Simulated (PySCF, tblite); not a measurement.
# C₇H₇N₃: geometry, infrared bands and NMR shifts

What infrared bands and NMR shifts should C₇H₇N₃ (`C#Cc1nn(C=C)nc1C`) show?

The runs use tblite 0.8.0 and PySCF 2.14.0, with density-fitted response routines of our own; the level of theory stands in each step. All values are computed, except where a source is named. Atoms are numbered from 0 throughout.

**1. The molecule as given**

17 atoms, charge 0, multiplicity 1; geometry from: force field or distance geometry start.

Bonds of the start (Å): C0–C1 1.19, C1–C2 1.43, C2–N3 1.32, N3–N4 1.38, N4–C5 1.40, C5–C6 1.35, N4–N7 1.37, N7–C8 1.33, C8–C9 1.48, C8–C2 1.40, C0–H10 1.07, C5–H11 1.09, C6–H12 1.08, C6–H13 1.08, C9–H14 1.09, C9–H15 1.09, C9–H16 1.09.

**2. Optimising the geometry with GFN2-xTB**

What the job is given:

```
{"job": {"kind": "relax", "xc": "GFN2-xTB", "basis": "xTB"}, "charge": 0, "multiplicity": 1}
C     -2.537200     2.394800     0.743500
C     -1.724700     1.569400     0.476700
C     -0.732200     0.575100     0.184300
N      0.546200     0.906300     0.238600
N      1.176400    -0.273500    -0.097100
C      2.563800    -0.428400    -0.180900
C      3.487200     0.519600     0.072400
N      0.313700    -1.298100    -0.380800
C     -0.893300    -0.758900    -0.200800
C     -2.143100    -1.534800    -0.397200
H     -3.271400     3.143000     0.973700
H      2.871000    -1.428300    -0.471400
H      4.540900     0.301000     0.001700
H      3.203100     1.521100     0.370300
H     -1.927300    -2.555200    -0.702100
H     -2.759500    -1.074900    -1.168500
H     -2.720700    -1.566100     0.527600
```

Command:

```console
$ OMP_NUM_THREADS=1 python probes_run.py task.json out
```

The driver reads the jobs from task.json and runs them one after another.

**Question.** This job is followed by: GFN2-xTB harmonic vibrations, gas phase; GIAO PBE0/pcSseg-1 NMR shielding, non-relativistic, gas phase. What will the session give for the following? strongest single infrared mode (GFN2-xTB); zero-point energy (GFN2-xTB); 13C shifts against TMS (PBE0/pcSseg-1); 1H shifts against TMS (PBE0/pcSseg-1, means over atoms taken as alike); 15N shifts against NH3 (PBE0/pcSseg-1); surface potential, 1st and 99th percentile.

The runs gave:

| quantity | value |
| --- | --- |
| strongest single infrared mode (GFN2-xTB) | 1327 cm⁻¹, 125 km/mol |
| zero-point energy (GFN2-xTB) | 78.6 kcal/mol |
| 13C shifts against TMS (PBE0/pcSseg-1) | 156.0, 138.6, 135.8, 109.8, 95.0, 78.8, 13.1 ppm |
| 1H shifts against TMS (PBE0/pcSseg-1, means over atoms taken as alike) | 7.32, 6.48, 5.26, 3.13, 2.58 ppm |
| 15N shifts against NH3 (PBE0/pcSseg-1) | 364.1, 360.6, 282.3 ppm |
| surface potential, 1st and 99th percentile | -1.30 V and 1.43 V |

In words: The optimisation took 40 steps and gained 0.246 eV; among the close pairs (by a distance rule), N3–N4 changed most, from 1.379 to 1.316 Å. No mode is imaginary among the 45: a minimum at this level. The strongest single mode, at 1327 cm⁻¹, is carried by N4, C8, N7, N3. GFN2-xTB is a fitted tight-binding method: band positions and strengths are rough. Its intensities can rank the bands wrongly. At PBE0/pcSseg-1: Shielding is most anisotropic at N3 (span 529 ppm, paramagnetic term -423 ppm). NICS(1)zz of -28 ppm above the planar ring from C2 marks a diatropic (aromatic) ring current. At PBE0/pcSseg-1, counted by nearest atom on the grid, the HOMO lies on C6 19 %; N4 16 %, the LUMO on N3 21 %; C6 14 %.
